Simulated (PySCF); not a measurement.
# CH9BrGe2Si: the cost of one run

Programs: PySCF 2.14.0, with density-fitted response routines of our own. Each step states its level of theory. These are calculated values for one molecule in the gas phase, unless marked as measured. Atoms are numbered from 0 throughout.

## Step 1: Starting geometry

14 atoms, charge 0, multiplicity 1; geometry from: GFN2-xTB.

Bonds of the start (Å): C0–Ge1 1.99, Ge1–Br2 2.32, Ge1–Si3 2.38, Si3–Ge4 2.33, C0–H5 1.09, C0–H6 1.09, C0–H7 1.09, Ge1–H8 1.54, Si3–H9 1.47, Si3–H10 1.46, Ge4–H11 1.50, Ge4–H12 1.50, Ge4–H13 1.50.

## Step 2: TDDFT and polarisability: PBE0/def2-SVPD

Job settings and geometry (Å):

```
{"job": {"kind": "uv", "xc": "PBE0", "basis": "def2-SVPD", "nstates": 8, "ntriplets": 3}, "charge": 0, "multiplicity": 1}
C     -2.276582     0.223493     0.362211
Ge    -0.952893    -0.829689    -0.681349
Br    -1.989433    -1.234755    -2.711482
Si     1.174998     0.185597    -1.006605
Ge     2.215298     0.390806     1.072012
H     -1.904514     0.399276     1.368510
H     -3.231023    -0.294548     0.433924
H     -2.450906     1.189229    -0.109471
H     -0.944600    -2.248657    -0.081391
H      0.946708     1.499027    -1.616759
H      1.959831    -0.624549    -1.939878
H      1.716097     1.538738     1.897129
H      2.040368    -0.790795     1.979719
H      3.695972     0.596355     1.011264
```

With the program's defaults for keys left out, this is: TDDFT PBE0/def2-SVPD, vertical, gas phase, core orbitals frozen in the response.

On the command line:

```
$ OMP_NUM_THREADS=1 python probes_run.py task.json out
```

This one command runs all jobs of the session in turn.

**Question.** How long does this job take on 1 thread of Arm Neoverse N1, shared host, and how much memory does it need?

About 1.8 min, with a peak of 0.91 GiB.
